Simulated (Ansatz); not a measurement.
**CuH₂O+ (singlet): wave-function methods side by side at a displaced geometry (v2), def2-SVP**

The task here is to estimate one member of a computed series from the others.

Computed with Ansatz 0.2.0, Gaussian basis. Level: def2-SVP, core rule «outside noble gas», up to 10 orbitals frozen.

Plan: UHF; CCSD(T) on RHF; CISD; CCSDT(Q) on RHF.

13 further runs of the same task are left out: 6 for a known fault of the program, 3 that didn't finish, 4 set aside as unsound or not needed.

## The geometry

The geometry is a PBE0/def2-TZVP stationary point (not a proven minimum) with its atoms shifted at random (size 0.100 Å).

4 atoms, charge 1, spin multiplicity 1.

Atoms are counted from 1 here; the program's logs count them from 0.

Bond lengths: Cu1–O2 1.934 Å, O2–H3 0.946 Å, O2–H4 1.043 Å. Angles: Cu1–O2–H3 126.8°, Cu1–O2–H4 120.8°, H3–O2–H4 109.0°.

Set-up of the first run:

The input, in.yaml:

```yaml
crystal:
  periodic: [false, false, false]
  atoms:
    - {symbol: Cu, position_ang: [0.033497, -0.000365, 0.439628]}
    - {symbol: O, position_ang: [-0.131378, 0.008009, -1.487683]}
    - {symbol: H, position_ang: [-0.054757, 0.756940, -2.060115]}
    - {symbol: H, position_ang: [0.028351, -0.861039, -2.041901]}
basis:
  gaussian: {orbitals: def2-SVP}
total_charge: 1
magnetization: {spin_polarized: true, initial_magnetization: 0}
hamiltonian: {xc: hf}
output: {orbitals: {seedname: orbitals}}
```

On the command line:

```sh
ansatz run in.yaml --threads 1 --pin off --events-out ev --progress --plain --max-ram 2393MiB
```

Steps of the session up to this table: UHF; CCSD(T) on RHF; CISD; CCSDT(Q) on RHF.

One table of the session follows, with a row left open; its other results are not shown here.

| method | from RCCSDT(Q) (meV) |
| --- | --- |
| RHF | +12883.7 |
| RMP2 | -324.9 |
| CISD | ? |
| RCCSD | +326.9 |
| RCCSD(T) | -41.9 |
| RCCSDT | -31.6 |
| RCCSDT(Q) | 0 |

**Question.** Estimate the row for CISD.

As computed: from RCCSDT(Q) (meV): +1308.8. In the column «from RCCSDT(Q) (meV)» it lies between RCCSD (+326.9) and RHF (+12883.7).
